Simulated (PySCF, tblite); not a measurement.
**C₈H₇O radical: geometry, infrared bands and EPR parameters**

Aim: predict the infrared bands and EPR parameters of C₈H₇O radical (`[c]1ccc2c(c1)OCC2`).

Programs: tblite 0.8.0 and PySCF 2.14.0, with density-fitted response routines of our own. Each step states its level of theory. These are calculated values for one molecule in the gas phase, unless marked as measured. Atoms are numbered from 0 throughout.

## 1. The molecule as given

16 atoms, charge 0, multiplicity 2; geometry from: force field or distance geometry start.

Bonds of the start (Å): C0–C1 1.40, C1–C2 1.39, C2–C3 1.39, C3–C4 1.38, C4–C5 1.38, C4–O6 1.37, O6–C7 1.44, C7–C8 1.54, C5–C0 1.41, C8–C3 1.48, C1–H9 1.09, C2–H10 1.09, C5–H11 1.08, C7–H12 1.10, C7–H13 1.09, C8–H14 1.09, C8–H15 1.09.

## 2. Relaxing the molecule with GFN2-xTB

What the job is given:

```
{"job": {"kind": "relax", "xc": "GFN2-xTB", "basis": "xTB"}, "charge": 0, "multiplicity": 2}
C      2.529800     0.635400    -0.100200
C      2.310400    -0.699500    -0.463600
C      1.034600    -1.244200    -0.493600
C     -0.033400    -0.405800    -0.174400
C      0.179900     0.909300     0.193700
C      1.439000     1.462200     0.218100
O     -0.970700     1.601100     0.463900
C     -1.964400     0.560800     0.577100
C     -1.482200    -0.686400    -0.181200
H      3.168600    -1.323300    -0.701000
H      0.861600    -2.274900    -0.790600
H      1.594000     2.497300     0.491300
H     -2.926400     0.926300     0.184000
H     -2.109600     0.337100     1.636300
H     -1.776000    -1.598700     0.328300
H     -1.862800    -0.687700    -1.199200
```

Command:

```
$ OMP_NUM_THREADS=1 python probes_run.py task.json out
```

This one command runs all jobs of the session in turn.

**Question.** This job is followed by: GFN2-xTB harmonic vibrations, gas phase; UKS B3LYP, pcH-1 on C H O, non-relativistic, mean-field spin-orbit, GIAO. Predict these results of the whole session: strongest single infrared mode (GFN2-xTB); zero-point energy (GFN2-xTB); g(iso) (B3LYP); ⟨S²⟩; largest a(iso) (averaged by class); potential on the surface of density 0.002 e/bohr³, 1st and 99th percentile.

**Answer**, as computed:

```
                                                                  quantity                  value
                                 strongest single infrared mode (GFN2-xTB)  1431 cm⁻¹, 145 km/mol
                                              zero-point energy (GFN2-xTB)          77.4 kcal/mol
                                                            g(iso) (B3LYP)                2.00225
                                                                      ⟨S²⟩     0.757 (exact 0.75)
                                        largest a(iso) (averaged by class)   13C on C0, 401.6 MHz
potential on the surface of density 0.002 e/bohr³, 1st and 99th percentile     -1.16 V and 0.97 V
```

**Reading.** The optimisation took 55 steps and gained 0.225 eV; among the close pairs (by a distance rule), C0–C5 changed most, from 1.405 to 1.366 Å. No mode is imaginary among the 42: a minimum at this level. GFN2-xTB is a fitted tight-binding method: band positions and strengths are rough. Its intensities can rank the bands wrongly. C0 carries the largest spin population, 1.01 e. The isotropic g lies 0.1 ppt below the free-electron value. The conformer search found further structures of the same energy, which may be mirror or relabelled copies of this one.
